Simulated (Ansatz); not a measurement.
# InNH₃ radical: one structure at several levels

One table from this session's results is given with a row withheld; the runs are named, their logs left out.

Method: single points in def2-TZVPP; program: Ansatz 0.2.0, Gaussian basis.

Cores are frozen in the correlated methods. Filled d shells of the heavier atoms are correlated. Core potentials replace the inner electrons past krypton, and spin-orbit coupling is left out. Orbitals are unrestricted.

## The starting structure

SMILES `[NH2][InH]`, 5 atoms, charge 0, spin multiplicity 2.

Atoms are counted from 1 here; the program's logs count them from 0.

Bond lengths: N1–In2 2.216 Å, N1–H3 1.115 Å, N1–H4 1.091 Å, In2–H5 1.922 Å. Angles: In2–N1–H3 93.5°, In2–N1–H4 116.9°, H3–N1–H4 121.0°, N1–In2–H5 128.0°.

As a file:

```xyz
5
charge 0, multiplicity 2
N    -0.51730   -0.78160    0.43890
In    0.88970    0.85090   -0.07810
H    -0.68920   -1.06420   -0.62550
H    -0.17380   -1.51730    1.16710
H     0.47140    2.64050   -0.63930
```

Set-up of the first run:

run/in.yaml reads:

```yaml
crystal:
  periodic: [false, false, false]
  atoms:
    - {symbol: N, position_ang: [-0.517300, -0.781600, 0.438900]}
    - {symbol: In, position_ang: [0.889700, 0.850900, -0.078100]}
    - {symbol: H, position_ang: [-0.689200, -1.064200, -0.625500]}
    - {symbol: H, position_ang: [-0.173800, -1.517300, 1.167100]}
    - {symbol: H, position_ang: [0.471400, 2.640500, -0.639300]}
basis:
  gaussian: {orbitals: def2-TZVPP}
magnetization: {spin_polarized: true, initial_magnetization: 1}
correlation: {method: ccsd_t}
scf: {omitted_lower_state_checks: [cluster_reference]}
output: {forces: true}
```

No record of the launch command was kept for these runs.

Among the steps run: CCSD(T)/def2-TZVPP; PBE0-D4/def2-TZVPP; wB97M-V/def2-TZVPP; r2SCAN-D4/def2-TZVPP; PBE-D4/def2-TZVPP; SPW92/def2-TZVPP; r2SCAN0-D4/def2-TZVPP.

One table of the session follows, with a row left open; its other results are not shown here.

```
    method  RMS force component (eV/Å)  angle to CCSD(T) forces (°)  dipole (D)
   CCSD(T)                       1.241                    reference        1.29
   PBE0-D4                       1.270                          3.5        1.30
   wB97M-V                       1.292                          2.4        1.36
 r2SCAN-D4                       1.225                          3.6        1.25
    PBE-D4                           ?                            ?           ?
     SPW92                       1.109                          4.2        1.24
r2SCAN0-D4                       1.347                          3.6        1.31
```

**Question.** Estimate the row for PBE-D4.

**Answer.** RMS force component (eV/Å): 1.096; angle to CCSD(T) forces (°): 6.7; dipole (D): 1.25. In the column «RMS force component (eV/Å)» it is the lowest.
